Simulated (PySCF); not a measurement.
# C7H11B: electronic excitations

Wanted: the electronic excitations of C7H11B (`C=CCB[C@@H]1CC1=C`), by calculation.

The runs use PySCF 2.14.0, with density-fitted response routines of our own; the level of theory stands in each step. All values are computed, except where a source is named. Atoms count from 0, in the outputs and in this text.

## Step 1: The starting structure

19 atoms, charge 0, multiplicity 1; geometry from: GFN2-xTB.

Bonds of the start (Å): C0–C1 1.32, C1–C2 1.49, C2–B3 1.58, B3–C4 1.54, C4–C5 1.54, C5–C6 1.45, C6–C7 1.31, C6–C4 1.49, C0–H8 1.08, C0–H9 1.08, C1–H10 1.08, C2–H11 1.09, C2–H12 1.09, B3–H13 1.17, C4–H14 1.09, C5–H15 1.08, C5–H16 1.08, C7–H17 1.08, C7–H18 1.08.

## Step 2: Excited states and response: wB97X-D/def2-SVPD

The job: settings as JSON, then the geometry in Å.

```
{"job": {"kind": "uv", "xc": "wB97X-D", "basis": "def2-SVPD", "nstates": 8, "ntriplets": 3}, "charge": 0, "multiplicity": 1}
C      2.700539     1.100246     0.645912
C      2.088250    -0.024917     0.967044
C      1.649572    -1.066667    -0.008125
B      0.091161    -1.154963    -0.276843
C     -0.887379    -0.096326     0.262553
C     -2.383551    -0.422287     0.440926
C     -1.941472     0.413364    -0.654945
C     -2.201974     1.134313    -1.712461
H      2.946061     1.338591    -0.376726
H      2.983487     1.831810     1.384032
H      1.854598    -0.236021     2.003687
H      2.135796    -0.886263    -0.972470
H      2.010365    -2.043664     0.327869
H     -0.314034    -2.032564    -0.942724
H     -0.507326     0.656180     0.948046
H     -2.702298    -1.433401     0.230693
H     -2.897882     0.033710     1.275397
H     -1.422379     1.627950    -2.269531
H     -3.211337     1.270158    -2.067498
```

Method: TDDFT wB97X-D/def2-SVPD, vertical, gas phase, core orbitals frozen in the response.

Launch:

```bash
$ OMP_NUM_THREADS=1 python probes_run.py task.json out
```

This one command runs all jobs of the session in turn.

Log:

```text
coarse grid: 15512 points
cycle   1  E = -297.7289120114  dE =  1.313e+00  |g| = 3.226e-01  |ddm| = 7.176e+00
cycle   2  E = -297.7543696272  dE = -2.546e-02  |g| = 1.851e-01  |ddm| = 1.150e+00
cycle   3  E = -297.7629708483  dE = -8.601e-03  |g| = 3.828e-02  |ddm| = 4.200e-01
cycle   4  E = -297.7634063761  dE = -4.355e-04  |g| = 1.743e-02  |ddm| = 1.404e-01
cycle   5  E = -297.7634848956  dE = -7.852e-05  |g| = 3.704e-03  |ddm| = 4.193e-02
cycle   6  E = -297.7634897536  dE = -4.858e-06  |g| = 1.305e-03  |ddm| = 1.441e-02
final grid: 148760 points
cycle   7  E = -297.8140577435  dE = -1.211e-04  |g| = 4.083e-03  |ddm| = 2.174e-01
cycle   8  E = -297.8140608609  dE = -3.117e-06  |g| = 3.071e-03  |ddm| = 2.805e-02
cycle   9  E = -297.8140630930  dE = -2.232e-06  |g| = 6.103e-04  |ddm| = 6.215e-03
cycle  10  E = -297.8140632076  dE = -1.146e-07  |g| = 3.433e-04  |ddm| = 2.624e-03
cycle  11  E = -297.8140632403  dE = -3.273e-08  |g| = 5.157e-05  |ddm| = 8.341e-04
cycle  12  E = -297.8140632423  dE = -1.965e-09  |g| = 2.471e-05  |ddm| = 2.637e-04
cycle  13  E = -297.8140632426  dE = -3.749e-10  |g| = 8.135e-06  |ddm| = 1.242e-04
converged SCF energy = -297.8140632426

Static polarisability (au): isotropic 97.125, principal 81.285 99.781 110.308

Singlet excitations
state   eV       nm        f      main configurations
  1   5.5168    224.7   0.01042   H->L 0.84
  2   5.9771    207.4   0.01814   H-1->L 0.77, H-4->L 0.11
  3   6.5015    190.7   0.03667   H-2->L 0.78
  4   6.7663    183.2   0.00892   H-4->L 0.40, H-3->L 0.24, H-1->L 0.14
  5   6.9317    178.9   0.00081   H-2->L+1 0.60, H-2->L 0.09
  6   7.1213    174.1   0.23984   H-3->L 0.50, H-4->L 0.29
  7   7.2419    171.2   0.21092   H->L+1 0.40, H-1->L+1 0.15, H->L+3 0.10
  8   7.2828    170.2   0.03491   H->L+2 0.48, H->L+4 0.15, H->L+5 0.11

Triplet excitations (Tamm-Dancoff, eV): 4.5475 4.6105 5.2601
```

It took 60 s on 1 thread of Arm Neoverse V1, shared host; peak memory 1.1 GiB.

Frontier orbitals and where they lie:

```
orbital      eV                      atoms
 HOMO−3  -10.78  C4 27 %, C5 21 %, B3 10 %
 HOMO−2  -10.13  C6 26 %, C4 18 %, C5 18 %
 HOMO−1   -9.46   C7 34 %, C6 30 %, C4 6 %
   HOMO   -9.00  C0 32 %, C1 26 %, C2 10 %
   LUMO    0.92  B3 40 %, C2 12 %, C4 11 %
 LUMO+1    1.94   C6 22 %, C7 19 %, B3 8 %
 LUMO+2    2.15   B3 42 %, C0 8 %, H12 6 %
```

With each of the 8 states as a Gaussian band of 0.4 eV half-width at 1/e, the curve within the window shown has maxima at 173 nm (ε 19,000) L/(mol cm). Beyond the last state computed it falls off for lack of states. The curve at chosen wavelengths:

(nm, ε (L/mol/cm)): (164, 7510), (168, 14561), (171, 18466), (175, 18805), (178, 15750), (182, 10240), (185, 6801), (189, 3943), (192, 2804), (196, 1989), (199, 1638), (203, 1341), (206, 1196), (210, 1055), (213, 965), (217, 852), (220, 768), (224, 656), (227, 570), (231, 453), (234, 368), (238, 264), (241, 197), (245, 126), (248, 86), (252, 50)

Further results of this job:

```
           property  computed
  dipole moment (D)      0.57
polarisability (Å³)     14.39
 HOMO–LUMO gap (eV)      9.93
      −ε(HOMO) (eV)      9.00
```

## Step 3: Results

```
                                quantity                        value
      lowest singlet (wB97X-D/def2-SVPD)  5.52 eV (225 nm), f = 0.010
brightest single state of those computed  state 6, 7.12 eV, f = 0.240
                          lowest triplet                      4.55 eV
```

In words: The lowest singlet, at 5.52 eV, is HOMO→LUMO 0.84 and is weak; of the 8 states computed, the strongest absorption comes from state 6 at 7.12 eV. The lowest triplet lies 0.97 eV below the lowest singlet (triplets in Tamm-Dancoff, singlets in full TDDFT).
